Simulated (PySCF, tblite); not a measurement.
# C₃H₁₁F₂NSi₂: geometry, infrared bands and NMR shifts

Aim: predict the infrared bands and NMR shifts of C₃H₁₁F₂NSi₂ (`CCC(F)(F)[SiH2][SiH2]N`).

The runs use tblite 0.8.0 and PySCF 2.14.0, with density-fitted response routines of our own; the level of theory stands in each step. All values are computed, except where a source is named. Atoms count from 0, in the outputs and in this text.

## (1) The molecule as given

19 atoms, charge 0, multiplicity 1; geometry from: force field or distance geometry start.

Bonds of the start (Å): C0–C1 1.50, C1–C2 1.54, C2–F3 1.38, C2–F4 1.40, C2–Si5 1.84, Si5–Si6 2.22, Si6–N7 1.78, C0–H8 1.10, C0–H9 1.10, C0–H10 1.13, C1–H11 1.12, C1–H12 1.06, Si5–H13 1.48, Si5–H14 1.48, Si6–H15 1.48, Si6–H16 1.48, N7–H17 1.04, N7–H18 1.04.

## (2) Relaxing the molecule with GFN2-xTB

Job settings and geometry (Å):

```
{"job": {"kind": "relax", "xc": "GFN2-xTB", "basis": "xTB"}, "charge": 0, "multiplicity": 1}
C     -2.755600     0.061700     0.438000
C     -1.887500    -0.947300    -0.264300
C     -0.419500    -0.837000     0.178700
F      0.260400    -1.801600    -0.534000
F     -0.405400    -1.102500     1.558000
Si     0.246900     0.868900    -0.030700
Si     2.461100     0.989200    -0.051100
N      3.274700    -0.274000     0.902600
H     -2.078400     0.854600     0.792400
H     -3.367800    -0.390300     1.235900
H     -3.492600     0.537000    -0.280500
H     -2.251700    -1.959000     0.065100
H     -2.049400    -0.881000    -1.314600
H     -0.203200     1.449500    -1.317600
H     -0.243000     1.700200     1.086800
H      2.838400     2.278800     0.577700
H      2.927300     0.942800    -1.454000
H      2.852600    -1.222300     0.803300
H      4.282900    -0.258400     0.631100
```

Started as:

```bash
$ OMP_NUM_THREADS=1 python probes_run.py task.json out
```

The driver reads the jobs from task.json and runs them one after another.

**Question.** This job is followed by: GFN2-xTB harmonic vibrations, gas phase; GIAO PBE0/pcSseg-1 NMR shielding, non-relativistic, gas phase. Predict these results of the whole session: strongest single infrared mode (GFN2-xTB); zero-point energy (GFN2-xTB); 13C shifts against TMS (PBE0/pcSseg-1); 1H shifts against TMS (PBE0/pcSseg-1, means over atoms taken as alike); 19F shifts against CFCl3 (PBE0/pcSseg-1, means over atoms taken as alike); 29Si shifts against TMS (PBE0/pcSseg-1); 15N shifts against NH3 (PBE0/pcSseg-1); surface potential, 1st and 99th percentile.

As calculated:

```
                                                                 quantity                             value
                                strongest single infrared mode (GFN2-xTB)              676 cm⁻¹, 541 km/mol
                                             zero-point energy (GFN2-xTB)                     84.4 kcal/mol
                                   13C shifts against TMS (PBE0/pcSseg-1)             140.0, 38.6, 10.9 ppm
   1H shifts against TMS (PBE0/pcSseg-1, means over atoms taken as alike)  5.18, 4.03, 2.09, 1.20, 0.20 ppm
19F shifts against CFCl3 (PBE0/pcSseg-1, means over atoms taken as alike)                        -110.1 ppm
                                  29Si shifts against TMS (PBE0/pcSseg-1)                  -58.4, -72.7 ppm
                                   15N shifts against NH3 (PBE0/pcSseg-1)                          -3.7 ppm
                                    surface potential, 1st and 99th percentile                -1.19 V and 1.37 V
```

In words: Over 114 steps the energy fell by 0.927 eV; of the close pairs, C2–Si5 changed most, 1.843 to 1.950 Å. No mode is imaginary among the 51: a minimum at this level. The strongest single mode, at 676 cm⁻¹, is spread over several atoms, H16, H15, H13, H14 among them. Unscaled tight-binding wavenumbers are off by several per cent, some by more. Its intensities can rank the bands wrongly. At PBE0/pcSseg-1: The widest tensor belongs to F3, F4: span 199 ppm, with a paramagnetic part of -197 ppm. By nearest atom (PBE0/pcSseg-1), the HOMO sits on N7 60 %; H16 14 % and the LUMO on Si5 20 %; Si6 15 %.
